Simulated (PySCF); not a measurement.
# CH₈BrGeNSi: runs on many settings

Aim: see how CH₈BrGeNSi (`C[NH][GeH2][SiH2]Br`) answers to the choice of functional, basis, grid and SCF options, and what happens with inputs that are wrong on purpose.

Computed with PySCF 2.14.0, with density-fitted response routines of our own, on a single molecule, in the gas phase or a continuum. Atoms are numbered from 0 throughout.

### Step 1. The starting structure

13 atoms, charge 0, multiplicity 1; geometry from: GFN2-xTB.

Bonds of the start (Å): C0–N1 1.45, N1–Ge2 1.82, Ge2–Si3 2.33, Si3–Br4 2.22, C0–H5 1.10, C0–H6 1.09, C0–H7 1.09, N1–H8 1.01, Ge2–H9 1.53, Ge2–H10 1.51, Si3–H11 1.46, Si3–H12 1.46.

### Step 2. Ultraviolet spectrum: PBE0/def2-SVPD

The job: settings as JSON, then the geometry in Å.

```
{"job": {"kind": "uv", "xc": "PBE0", "basis": "def2-SVPD", "nstates": 1, "ntriplets": 0, "tda": true}, "charge": 0, "multiplicity": 1}
C     -1.824315    -0.693212    -0.239080
N     -1.192829     0.234675     0.683079
Ge     0.338472     1.129267     0.257254
Si     1.940607    -0.510734    -0.166272
Br     3.916048     0.487008    -0.345923
H     -2.390088    -0.198293    -1.036455
H     -2.503999    -1.351148     0.305917
H     -1.054140    -1.309865    -0.704581
H     -1.896008     0.788055     1.153134
H      0.168084     2.143122    -0.875174
H      0.569209     1.974723     1.483188
H      1.799359    -1.212821    -1.441323
H      2.125213    -1.480290     0.908507
```

With the program's defaults for keys left out, this is: TDA PBE0/def2-SVPD, vertical, gas phase, core orbitals frozen in the response.

Run with:

```bash
OMP_NUM_THREADS=1 python probes_run.py task.json out
```

One launch serves the whole session: the jobs run in the order shown.

The program printed:

```text
coarse grid: 51240 points
cycle   1  E = -5036.7970838275  dE = -1.405e+00  |g| = 5.101e-01  |ddm| = 4.466e+00
cycle   2  E = -5036.7553758554  dE =  4.171e-02  |g| = 6.737e-01  |ddm| = 1.860e+00
cycle   3  E = -5036.8415616131  dE = -8.619e-02  |g| = 9.338e-02  |ddm| = 1.084e+00
cycle   4  E = -5036.8433219347  dE = -1.760e-03  |g| = 2.769e-02  |ddm| = 1.536e-01
cycle   5  E = -5036.8434567115  dE = -1.348e-04  |g| = 5.826e-03  |ddm| = 3.743e-02
cycle   6  E = -5036.8434623853  dE = -5.674e-06  |g| = 9.637e-04  |ddm| = 1.351e-02
final grid: 103216 points
cycle   7  E = -5036.8434256396  dE = -4.243e-08  |g| = 1.040e-03  |ddm| = 6.775e-03
cycle   8  E = -5036.8434255179  dE =  1.217e-07  |g| = 1.237e-03  |ddm| = 3.326e-03
cycle   9  E = -5036.8434259119  dE = -3.941e-07  |g| = 7.413e-05  |ddm| = 1.828e-03
cycle  10  E = -5036.8434259131  dE = -1.184e-09  |g| = 1.804e-05  |ddm| = 1.299e-04
cycle  11  E = -5036.8434259132  dE = -5.275e-11  |g| = 6.980e-06  |ddm| = 3.130e-05
converged SCF energy = -5036.8434259132

Static polarisability (au): isotropic 101.617, principal 83.786 96.543 124.522

Singlet excitations
state   eV       nm        f      main configurations
  1   4.6297    267.8   0.00047   H->L 0.98
```

Run time: 55 s. Hardware: 1 thread of Arm Neoverse N1, shared host; peak memory 0.8 GiB.

The orbitals next to the gap, with their largest atomic shares:

```
orbital     eV                         atoms
 HOMO−3  -9.49   Ge2 36 %, H10 28 %, H9 12 %
 HOMO−2  -8.30   Br4 78 %, Si3 12 %, H12 5 %
 HOMO−1  -8.01  Br4 56 %, Si3 15 %, Ge2 12 %
   HOMO  -6.76     N1 58 %, C0 11 %, Ge2 9 %
   LUMO  -0.91  Si3 29 %, Br4 19 %, Ge2 17 %
 LUMO+1   0.13  Ge2 23 %, Si3 22 %, Br4 16 %
 LUMO+2   0.23  Si3 32 %, Ge2 24 %, H11 12 %
```

Leading natural transition orbitals of singlet state 1: the hole lies on N1 61 %; H5, H8, H9 about 8 % each; the particle on Si3 20 %; Br4 14 %; Ge2 12 %.

Ground-state properties from the same run:

```
           property  computed
  dipole moment (D)      2.41
polarisability (Å³)     15.06
 HOMO–LUMO gap (eV)      5.85
      −ε(HOMO) (eV)      6.76
```

Orbitals, density, ELF and potential are computed afterwards from the orbital file.

Frontier orbitals at PBE0/def2-SVPD, with the share of their density that lies nearest to each atom:

```
orbital  energy (eV)                             lies on
   HOMO        -6.76  N1 60 %; H5, H8, H9 about 8 % each
   LUMO        -0.91        Si3 22 %; Br4 18 %; Ge2 10 %
```

ELF in a plane through or near 5 of the atoms.

Values, 10 rows by 14 columns:
```
0.00 0.00 0.00 0.00 0.00 0.00 0.00 0.00 0.00 0.00 0.00 0.00 0.00 0.00
0.00 0.00 0.00 0.00 0.00 0.00 0.03 0.01 0.00 0.00 0.00 0.00 0.00 0.00
0.00 0.00 0.00 0.00 0.00 0.17 0.70 0.20 0.01 0.00 0.00 0.00 0.00 0.00
0.00 0.03 0.39 0.56 0.02 0.19 0.23 0.22 0.15 0.35 0.00 0.00 0.00 0.00
0.00 0.32 0.73 0.39 0.39 0.75 0.42 0.20 0.81 0.23 0.01 0.00 0.00 0.00
0.00 0.49 0.69 0.28 0.45 0.41 0.87 0.08 0.60 0.36 0.20 0.02 0.00 0.00
0.00 0.26 0.68 0.50 0.32 0.26 0.28 0.52 1.00 0.58 0.55 0.03 0.00 0.00
0.00 0.00 0.02 0.01 0.31 0.84 0.20 0.19 0.93 0.06 0.03 0.00 0.00 0.00
0.00 0.00 0.00 0.00 0.01 0.04 0.00 0.00 0.00 0.00 0.00 0.00 0.00 0.00
0.00 0.00 0.00 0.00 0.00 0.00 0.00 0.00 0.00 0.00 0.00 0.00 0.00 0.00
```
The map spans 13.1 Å across and 9.9 Å up, centred on the molecule. Atoms in the plane (x, y in Å): C0 (1.9, -0.6), Ge2 (-0.4, 1.1), Si3 (-1.9, -0.6), Br4 (-4.0, 0.1), H7 (1.1, -1.4).

On the surface of density 0.002 e/bohr³ the electrostatic potential runs, from the 1st to the 99th percentile, from -0.87 V near N1 to 1.43 V near H8.

### Step 3. Ultraviolet spectrum: X3LYP/cc-pVDZ

Same as in step 2 but for these lines:

```diff
@@ -1,2 +1,2 @@
-{"job": {"kind": "uv", "xc": "PBE0", "basis": "def2-SVPD", "nstates": 1, "ntriplets": 0, "tda": true}, "charge": 0, "multiplicity": 1}
+{"job": {"kind": "uv", "xc": "X3LYP", "basis": "cc-pVDZ", "nstates": 1, "ntriplets": 2, "tda": false, "max_iter": 2, "scf": {"max_cycle": 86}}, "charge": 0, "multiplicity": 1}
 C     -1.824315    -0.693212    -0.239080
```

With the program's defaults for keys left out, this is: TDDFT X3LYP/cc-pVDZ, vertical, gas phase, core orbitals frozen in the response.

The program printed:

```text
final grid: 103216 points
cycle   1  E = -5038.0338474299  dE = -1.269e+00  |g| = 4.542e-01  |ddm| = 6.316e+00
cycle   2  E = -5037.9692325023  dE =  6.461e-02  |g| = 6.859e-01  |ddm| = 2.074e+00
cycle   3  E = -5038.0842657319  dE = -1.150e-01  |g| = 7.802e-02  |ddm| = 1.210e+00
cycle   4  E = -5038.0855785992  dE = -1.313e-03  |g| = 2.797e-02  |ddm| = 1.884e-01
cycle   5  E = -5038.0857931818  dE = -2.146e-04  |g| = 5.136e-03  |ddm| = 7.361e-02
cycle   6  E = -5038.0858008249  dE = -7.643e-06  |g| = 9.852e-04  |ddm| = 1.170e-02
cycle   7  E = -5038.0858011235  dE = -2.986e-07  |g| = 2.518e-04  |ddm| = 3.044e-03
cycle   8  E = -5038.0858011427  dE = -1.914e-08  |g| = 5.455e-05  |ddm| = 7.160e-04
cycle   9  E = -5038.0858011435  dE = -8.331e-10  |g| = 2.012e-05  |ddm| = 1.702e-04
converged SCF energy = -5038.0858011435

Static polarisability (au): isotropic 86.358, principal 68.321 82.240 108.513

Singlet excitations
state   eV       nm        f      main configurations
  1   4.5379    273.2   0.00036   H->L 0.99

Triplet excitations (Tamm-Dancoff, eV): 4.3317 5.4035
```

Wall time 27 s (1 thread of Arm Neoverse N1, shared host); peak memory 0.75 GiB.

Diagnosis: The SCF converged, but the response equations did not within 2 iterations. Cure: allow more iterations. Numbers from the part that failed are no properties of the molecule.

### Step 4. Spin-spin couplings: PBE0/pcseg-1

Same as in step 3 but for these lines:

```diff
@@ -1,2 +1,2 @@
-{"job": {"kind": "uv", "xc": "X3LYP", "basis": "cc-pVDZ", "nstates": 1, "ntriplets": 2, "tda": false, "max_iter": 2, "scf": {"max_cycle": 86}}, "charge": 0, "multiplicity": 1}
+{"job": {"kind": "j", "xc": "PBE0", "basis": "pcseg-1", "scf": {"max_cycle": 64}}, "charge": 1, "multiplicity": 1}
 C     -1.824315    -0.693212    -0.239080
```

Method: PBE0/pcseg-1.

The program printed:

```text
RuntimeError: Electron number 101 and spin 0 are not consistent
Note mol.spin = 2S = Nalpha - Nbeta, not 2S+1
```

It took 0.09 s on 1 thread of Arm Neoverse N1, shared host.

**What went wrong.** Charge and multiplicity don't fit the number of electrons: an even count needs an odd multiplicity, and the reverse. Cure: mend the charge or the multiplicity.

### Step 5. Shielding tensors: X3LYP/pcSseg-1 in water

Same as in step 4 but for these lines:

```diff
@@ -1,2 +1,2 @@
-{"job": {"kind": "j", "xc": "PBE0", "basis": "pcseg-1", "scf": {"max_cycle": 64}}, "charge": 1, "multiplicity": 1}
+{"job": {"kind": "nmr", "xc": "X3LYP", "basis": "pcSseg-1", "solvent": "water", "pop": true}, "charge": 0, "multiplicity": 1}
 C     -1.824315    -0.693212    -0.239080
```

With the program's defaults for keys left out, this is: GIAO X3LYP/pcSseg-1 NMR shielding, non-relativistic, IEF-PCM water.

The program printed:

```text
coarse grid: 51240 points
cycle   1  E = -5037.5675224311  dE = -1.574e+00  |g| = 1.189e+00  |ddm| = 3.390e+00
cycle   2  E = -5037.4940157692  dE =  7.351e-02  |g| = 1.159e+00  |ddm| = 1.224e+00
cycle   3  E = -5037.6432654954  dE = -1.492e-01  |g| = 2.859e-01  |ddm| = 9.506e-01
cycle   4  E = -5037.6573693761  dE = -1.410e-02  |g| = 8.011e-02  |ddm| = 2.419e-01
cycle   5  E = -5037.6583519798  dE = -9.826e-04  |g| = 1.697e-02  |ddm| = 6.773e-02
cycle   6  E = -5037.6583926446  dE = -4.066e-05  |g| = 2.240e-03  |ddm| = 1.253e-02
cycle   7  E = -5037.6583931585  dE = -5.139e-07  |g| = 5.459e-04  |ddm| = 2.661e-03
final grid: 103216 points
cycle   8  E = -5037.6583889381  dE = -6.978e-08  |g| = 5.723e-04  |ddm| = 1.851e-03
cycle   9  E = -5037.6583889424  dE = -4.327e-09  |g| = 6.095e-04  |ddm| = 1.133e-03
cycle  10  E = -5037.6583889922  dE = -4.976e-08  |g| = 5.938e-05  |ddm| = 4.986e-04
cycle  11  E = -5037.6583889928  dE = -6.730e-10  |g| = 1.762e-05  |ddm| = 6.033e-05
converged SCF energy = -5037.6583889928

GIAO shielding tensors (ppm)
atom      isotropic    diamagn.    paramagn.     s11        s22        s33       span
  0 C      143.749     243.911    -100.162    120.723    129.698    180.826     60.103
  1 N      254.794     323.058     -68.264    212.650    247.100    304.632     91.983
  2 Ge    1434.907    2757.406   -1322.499   1285.700   1379.795   1639.227    353.527
  3 Si     367.612     876.736    -509.123    320.201    360.829    421.806    101.605
  4 Br    2906.021    3123.287    -217.265   2811.632   2934.588   2971.844    160.211
  5 H       28.767      29.138      -0.371     23.993     26.220     36.088     12.095
  6 H       28.672      28.487       0.185     23.693     26.164     36.159     12.466
  7 H       29.521      30.966      -1.445     24.427     29.190     34.946     10.520
  8 H       31.880      32.237      -0.357     20.910     30.612     44.117     23.207
  9 H       26.763      29.689      -2.926     19.635     22.867     37.787     18.152
 10 H       27.306      29.922      -2.615     20.666     23.476     37.777     17.110
 11 H       26.180      27.722      -1.542     20.735     25.924     31.881     11.145
 12 H       26.397      27.661      -1.265     21.193     25.896     32.101     10.907
```

Wall time 53 s (1 thread of Arm Neoverse N1, shared host); peak memory 1.1 GiB.

The references, computed at this level on geometries of the same kind, shield at (ppm): ¹H TMS 31.79, ¹³C TMS 183.1, ²⁹Si TMS 335.0. Their shielding less the atom's gives the shift. The references are single molecules in the same continuum. Atoms listed in one row are averaged.

```
     atoms                              environment  σ (ppm)  δ (ppm)
        C0                methyl carbon bonded to N    143.7     39.4
  H11, H12   hydrogen on a silicon bonded to Br, Ge    26.29     5.50
   H9, H10  hydrogen on a germanium bonded to N, Si    27.03     4.76
H5, H6, H7  hydrogen on a methyl carbon bonded to N    28.99     2.80
        H8   hydrogen on a nitrogen bonded to C, Ge    31.88    -0.09
        N1              nitrogen bonded to C, Ge, H    254.8        –
       Ge2           germanium bonded to N, Si, 2 H     1435        –
       Si3            silicon bonded to Br, Ge, 2 H    367.6    -32.6
       Br4                     bromine bonded to Si     2906        –
```

Charges from the same density, by scheme (e):

```
atoms  Mulliken    IAO  Hirshfeld  ESP fit
   C0     -0.02  -0.28      -0.06     0.03
   N1     -0.72  -0.65      -0.26    -0.73
  Ge2      0.30   0.51       0.30     0.43
  Si3      0.64   0.48       0.27     0.04
  Br4     -0.40  -0.29      -0.15    -0.18
```

Mayer bond orders: C0–N1 0.97, N1–Ge2 0.92, Ge2–Si3 0.91, Si3–Br4 0.89.

### Step 6. Shielding tensors: BHandHLYP/pcSseg-0

Same as in step 5 but for these lines:

```diff
@@ -1,2 +1,2 @@
-{"job": {"kind": "nmr", "xc": "X3LYP", "basis": "pcSseg-1", "solvent": "water", "pop": true}, "charge": 0, "multiplicity": 1}
+{"job": {"kind": "nmr", "xc": "BHandHLYP", "basis": "pcSseg-0", "pop": true, "scf": {"conv": 1e-08}}, "charge": 0, "multiplicity": 1}
 C     -1.824315    -0.693212    -0.239080
```

With the program's defaults for keys left out, this is: GIAO BHandHLYP/pcSseg-0 NMR shielding, non-relativistic, gas phase.

The program printed:

```text
final grid: 103216 points
cycle   1  E = -5032.3244905137  dE = -2.463e+00  |g| = 3.795e-01  |ddm| = 3.499e+00
cycle   2  E = -5032.3404715150  dE = -1.598e-02  |g| = 3.181e-01  |ddm| = 9.637e-01
cycle   3  E = -5032.3648576898  dE = -2.439e-02  |g| = 5.213e-02  |ddm| = 4.465e-01
cycle   4  E = -5032.3653727914  dE = -5.151e-04  |g| = 1.706e-02  |ddm| = 7.579e-02
cycle   5  E = -5032.3654560643  dE = -8.327e-05  |g| = 2.503e-03  |ddm| = 2.975e-02
cycle   6  E = -5032.3654583509  dE = -2.287e-06  |g| = 4.551e-04  |ddm| = 6.525e-03
cycle   7  E = -5032.3654584764  dE = -1.255e-07  |g| = 1.152e-04  |ddm| = 1.693e-03
cycle   8  E = -5032.3654584879  dE = -1.150e-08  |g| = 1.872e-05  |ddm| = 5.960e-04
cycle   9  E = -5032.3654584882  dE = -3.129e-10  |g| = 7.319e-06  |ddm| = 9.986e-05
converged SCF energy = -5032.3654584882

GIAO shielding tensors (ppm)
atom      isotropic    diamagn.    paramagn.     s11        s22        s33       span
  0 C      157.020     243.501     -86.481    136.284    142.953    191.822     55.538
  1 N      282.193     321.668     -39.475    235.373    261.969    349.237    113.864
  2 Ge    1694.101    2746.266   -1052.165   1546.969   1622.494   1912.839    365.869
  3 Si     428.030     878.416    -450.386    361.557    404.732    517.800    156.243
  4 Br    3173.474    3117.985      55.488   2839.128   3304.178   3377.116    537.988
  5 H       30.950      29.021       1.929     26.276     28.311     38.264     11.987
  6 H       30.334      29.038       1.296     24.934     27.551     38.517     13.583
  7 H       31.655      29.339       2.316     25.422     32.094     37.450     12.029
  8 H       35.450      33.877       1.573     23.585     32.834     49.932     26.347
  9 H       28.259      28.968      -0.709     20.478     24.816     39.485     19.007
 10 H       28.590      29.797      -1.207     21.236     24.918     39.616     18.380
 11 H       28.611      29.011      -0.400     22.512     28.600     34.721     12.209
 12 H       28.633      29.053      -0.420     22.612     28.273     35.015     12.403
```

It took 20 s on 1 thread of Arm Neoverse N1, shared host; peak memory 0.74 GiB.

This run: σ C0 157.0, N1 282.2, Ge2 1694, Si3 428.0, H9 28.42, H11 28.62 ppm (means over like atoms).

### Step 7. Run by run: NMR shifts

Isotropic shieldings (ppm) of some atoms, chosen among heavy atoms and hydrogens apart, means over like atoms, with basis size and wall time:

```
                    run     C0    H11     H8     N1   Ge2    Si3   Br4  functions  time
X3LYP/pcSseg-1 in water  143.7  26.29  31.88  254.8  1435  367.6  2906        180  53 s
     BHandHLYP/pcSseg-0  157.0  28.62  35.45  282.2  1694  428.0  3173         97  20 s
```

### Step 8. Outcome

| quantity | value |
| --- | --- |
| lowest singlet (PBE0/def2-SVPD) | 4.63 eV (268 nm), f = 0.000 |
| surface potential, 1st and 99th percentile | -0.87 V and 1.43 V |
| ¹³C shifts against TMS (X3LYP/pcSseg-1, water) | 39.4 ppm |
| ¹H shifts against TMS (X3LYP/pcSseg-1, water, means over atoms taken as alike) | 5.50, 4.76, 2.80, -0.09 ppm |
| ²⁹Si shifts against TMS (X3LYP/pcSseg-1, water) | -32.6 ppm |
| shieldings of N, Ge, Br (X3LYP/pcSseg-1, water) | N1 254.8, Ge2 1434.9, Br4 2906.0 ppm |
| range of the shielding of Br4 | 2906 to 3173 ppm |
| property runs in this session | 5, of which 2 failed and 0 gave unsound results |

In words: Single values in the summary come from the first run of each kind that ended normally (PBE0/def2-SVPD; X3LYP/pcSseg-1), which need not be the best level. The lowest singlet, at 4.63 eV, is HOMO→LUMO 0.98 and is dark. By nearest atom (PBE0/def2-SVPD), the HOMO sits on N1 60 %; H5, H8, H9 about 8 % each and the LUMO on Si3 22 %; Br4 18 %. At X3LYP/pcSseg-1: The largest span, 354 ppm, is at Ge2, where the paramagnetic term is -1322 ppm. Across the 2 runs the shielding of Br4 moves most, between 2906 (X3LYP/pcSseg-1 in water) and 3173 ppm (BHandHLYP/pcSseg-0). Spin-orbit coupling is left out, which matters for shieldings and couplings at and beside the heavy atoms.
